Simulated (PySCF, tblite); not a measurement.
# C6H11NSi2: geometry, infrared bands and NMR shifts

Wanted: the infrared bands and NMR shifts of C6H11NSi2 (`N#CCC1=C(C[SiH3])C[SiH2]1`), by calculation.

Computed with tblite 0.8.0 and PySCF 2.14.0, with density-fitted response routines of our own, on a single molecule in the gas phase. Atoms count from 0, in the outputs and in this text.

### 1 The starting structure

20 atoms, charge 0, multiplicity 1; geometry from: force field or distance geometry start.

Bonds of the start (Å): N0–C1 1.15, C1–C2 1.48, C2–C3 1.49, C3–C4 1.32, C4–C5 1.48, C5–Si6 1.88, C4–C7 1.49, C7–Si8 1.80, Si8–C3 1.84, C2–H9 1.12, C2–H10 1.08, C5–H11 1.12, C5–H12 1.08, Si6–H13 1.48, Si6–H14 1.49, Si6–H15 1.47, C7–H16 1.12, C7–H17 1.11, Si8–H18 1.47, Si8–H19 1.47.

### 2 Relaxing the molecule with GFN2-xTB

Job settings and geometry (Å):

```
{"job": {"kind": "relax", "xc": "GFN2-xTB", "basis": "xTB"}, "charge": 0, "multiplicity": 1}
N     -3.142400    -1.982200     2.064000
C     -2.466200    -1.781100     1.155400
C     -1.544200    -1.552700     0.020400
C     -0.935700    -0.194400     0.137200
C      0.322600     0.190300     0.253500
C      1.597000    -0.563100     0.265700
Si     2.584600     0.067500    -1.206800
C      0.059300     1.656000     0.337400
Si    -1.730400     1.466400     0.215300
H     -2.221100    -1.540700    -0.871900
H     -0.819700    -2.340000    -0.130600
H      2.185800    -0.263700     1.169100
H      1.449700    -1.632800     0.193400
H      3.533700    -0.972200    -1.676300
H      1.670500     0.342900    -2.348900
H      3.399300     1.241300    -0.862500
H      0.359500     2.069500     1.339500
H      0.571400     2.202100    -0.477700
H     -2.387500     1.881400    -1.029200
H     -2.491400     1.716300     1.450100
```

Command:

```sh
$ OMP_NUM_THREADS=1 python probes_run.py task.json out
```

One launch serves the whole session: the jobs run in the order shown.

**Question.** This job is followed by: GFN2-xTB harmonic vibrations, gas phase; GIAO PBE0/pcSseg-1 NMR shielding, non-relativistic, gas phase. What will the session give for the following? strongest single infrared mode (GFN2-xTB); zero-point energy (GFN2-xTB); ¹³C shifts against TMS (PBE0/pcSseg-1); ¹H shifts against TMS (PBE0/pcSseg-1, means over atoms taken as alike); ¹⁵N shifts against NH3 (PBE0/pcSseg-1); ²⁹Si shifts against TMS (PBE0/pcSseg-1).

The runs gave:

```
                                                              quantity                                      value
                             strongest single infrared mode (GFN2-xTB)                       781 cm⁻¹, 637 km/mol
                                          zero-point energy (GFN2-xTB)                              88.9 kcal/mol
                                ¹³C shifts against TMS (PBE0/pcSseg-1)  173.3, 131.7, 122.2, 20.8, 19.3, 18.1 ppm
¹H shifts against TMS (PBE0/pcSseg-1, means over atoms taken as alike)           4.85, 3.93, 2.91, 2.45, 1.89 ppm
                                ¹⁵N shifts against NH3 (PBE0/pcSseg-1)                                  297.0 ppm
                               ²⁹Si shifts against TMS (PBE0/pcSseg-1)                           -50.6, -77.4 ppm
```

Over 252 steps the energy fell by 0.677 eV; of the close pairs, C7–Si8 changed most, 1.804 to 1.924 Å. No mode is imaginary among the 54: a minimum at this level. The strongest single mode, at 781 cm⁻¹, has its largest shares on H18, H19, H13 and H15 (the list is cut at 4 atoms). GFN2-xTB is a fitted tight-binding method: band positions and strengths are rough. Its intensities can rank the bands wrongly. At PBE0/pcSseg-1: The widest tensor belongs to N0: span 496 ppm, with a paramagnetic part of -370 ppm.
